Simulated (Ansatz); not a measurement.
# InH3+ (doublet): from Hartree-Fock to the top rungs at a displaced geometry (v1), def2-SVP

The task here is to estimate one member of a computed series from the others.

Method: def2-SVP, core rule «outside noble gas», up to 9 orbitals frozen; program: Ansatz 0.2.0, Gaussian basis.

The runs, in order: UHF; CCSD(T) on ROHF; CCSD(T) on UHF; BCCD(T) on ROHF; CISD; CCSDT(Q) on ROHF; CCSDT(Q) on UHF; Full CI.

18 further runs of the same task are left out: 6 for a known fault of the program, 4 that didn't finish, 8 set aside as unsound or not needed.

## What is computed

The geometry is a PBE0/def2-TZVP stationary point (not a proven minimum) with its atoms shifted at random (size 0.040 Å). No spin-orbit coupling is included. Elements past krypton take def2 core potentials.

4 atoms, charge 1, spin multiplicity 2.

Atoms are counted from 1 here; the program's logs count them from 0.

Bond lengths: In1–H3 1.720 Å, In1–H4 1.646 Å. Angles: H3–In1–H4 175.5°.

Set-up of the first run:

Contents of in.yaml:

```yaml
crystal:
  periodic: [false, false, false]
  atoms:
    - {symbol: In, position_ang: [0.000080, -0.018853, 0.001313]}
    - {symbol: H, position_ang: [-0.000753, 2.316843, -0.078828]}
    - {symbol: H, position_ang: [0.047211, -0.101186, -1.716235]}
    - {symbol: H, position_ang: [-0.055566, -0.068046, 1.645471]}
basis:
  gaussian: {orbitals: def2-SVP}
total_charge: 1
magnetization: {spin_polarized: true, initial_magnetization: 1}
hamiltonian: {xc: hf}
output: {orbitals: {seedname: orbitals}}
```

Launch:

```sh
ansatz run in.yaml --threads 1 --pin off --events-out ev --progress --plain --max-ram 2393MiB
```

Steps of the session up to this table: UHF; CCSD(T) on ROHF; CCSD(T) on UHF; BCCD(T) on ROHF; CISD; CCSDT(Q) on ROHF; CCSDT(Q) on UHF; Full CI.

One table of the session follows, with a row left open; its other results are not shown here.

```
   method  from FCI (kcal/mol)
     ROHF               +40.97
      UHF               +40.73
     RMP2                    ?
     UMP2               +10.94
    RCCSD                +0.66
    UCCSD                +0.64
 RCCSD(T)                +0.20
 UCCSD(T)                +0.18
  BCCD(T)                +0.19
   RCCSDT                 0.00
   UCCSDT                -0.02
RCCSDT(Q)                -0.01
UCCSDT(Q)                -0.03
      FCI                    0
```

Estimate the missing values for RMP2.

The run gave: from FCI (kcal/mol): +11.03. In the column «from FCI (kcal/mol)» it lies between UMP2 (+10.94) and UHF (+40.73).

Not comparable, so not listed: CISD (they don't share determinant, frozen orbitals or solution with the rows shown, or repeat one).

Limits of these values: Levels on UHF freeze UHF's core orbitals, full CI those of ROHF, so the U rows can settle a little off it for that reason alone. Restricted and unrestricted rows rest on different reference determinants; where their highest levels disagree by more than a few hundredths of an eV, they describe different states and don't form one ladder.
